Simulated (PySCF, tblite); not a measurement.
# C₈H₅O radical: geometry, infrared bands and EPR parameters

Aim: predict the infrared bands and EPR parameters of C₈H₅O radical (`C#C/C(=[C]/C#CC)C=O`).

The runs use tblite 0.8.0 and PySCF 2.14.0, with density-fitted response routines of our own; the level of theory stands in each step. All values are computed, except where a source is named. Atoms are numbered from 0 throughout.

## (1) The molecule as given

14 atoms, charge 0, multiplicity 2; geometry from: force field or distance geometry start.

Bonds of the start (Å): C0–C1 1.22, C1–C2 1.45, C2–C3 1.31, C3–C4 1.44, C4–C5 1.22, C5–C6 1.47, C2–C7 1.48, C7–O8 1.24, C0–H9 1.05, C6–H10 1.12, C6–H11 1.11, C6–H12 1.08, C7–H13 1.09.

## (2) Optimising the geometry with GFN2-xTB

Job settings and geometry (Å):

```
{"job": {"kind": "relax", "xc": "GFN2-xTB", "basis": "xTB"}, "charge": 0, "multiplicity": 2}
C      1.971200    -1.399300    -1.028800
C      1.747100    -0.439200    -0.317300
C      1.497900     0.680100     0.572100
C      0.294200     1.109300     0.859200
C     -0.905000     0.489700     0.368900
C     -1.933000    -0.014500    -0.057900
C     -3.180100    -0.605600    -0.551200
C      2.669700     1.383600     1.145100
O      3.835800     1.036300     0.904000
H      2.152400    -2.218500    -1.652800
H     -4.024700     0.137500    -0.553300
H     -3.509900    -1.467300     0.067900
H     -3.038100    -0.919200    -1.574500
H      2.421700     2.226600     1.796500
```

Started as:

```console
OMP_NUM_THREADS=1 python probes_run.py task.json out
```

One launch serves the whole session: the jobs run in the order shown.

**Question.** This job is followed by: GFN2-xTB harmonic vibrations, gas phase; UKS B3LYP, pcH-1 on C H O, non-relativistic, mean-field spin-orbit, GIAO. What will the session give for the following? strongest single infrared mode (GFN2-xTB); zero-point energy (GFN2-xTB); g(iso) (B3LYP); ⟨S²⟩; largest a(iso) (averaged by class); potential on the surface of density 0.002 e/bohr³, 1st and 99th percentile.

The runs gave:

| quantity | value |
| --- | --- |
| strongest single infrared mode (GFN2-xTB) | 1721 cm⁻¹, 869 km/mol |
| zero-point energy (GFN2-xTB) | 57.5 kcal/mol |
| g(iso) (B3LYP) | 2.00226 |
| ⟨S²⟩ | 0.783 (exact 0.75) |
| largest a(iso) (averaged by class) | 13C on C3, 115.4 MHz |
| potential on the surface of density 0.002 e/bohr³, 1st and 99th percentile | -1.78 V and 1.41 V |

**Reading.** Relaxing lowered the energy by 0.741 eV in 103 steps; the close pair that moved most is C3–C4, from 1.436 to 1.306 Å. All 36 modes are real, so the xTB geometry is a minimum. The strongest single mode, at 1721 cm⁻¹, moves mainly C7 and O8. Unscaled tight-binding wavenumbers are off by several per cent, some by more. Its intensities can rank the bands wrongly. The largest spin populations lie on C3 (0.74 e), C5 (0.61 e). The isotropic g lies 0.1 ppt below the free-electron value. The conformer search found further structures of the same energy, which may be mirror or relabelled copies of this one.
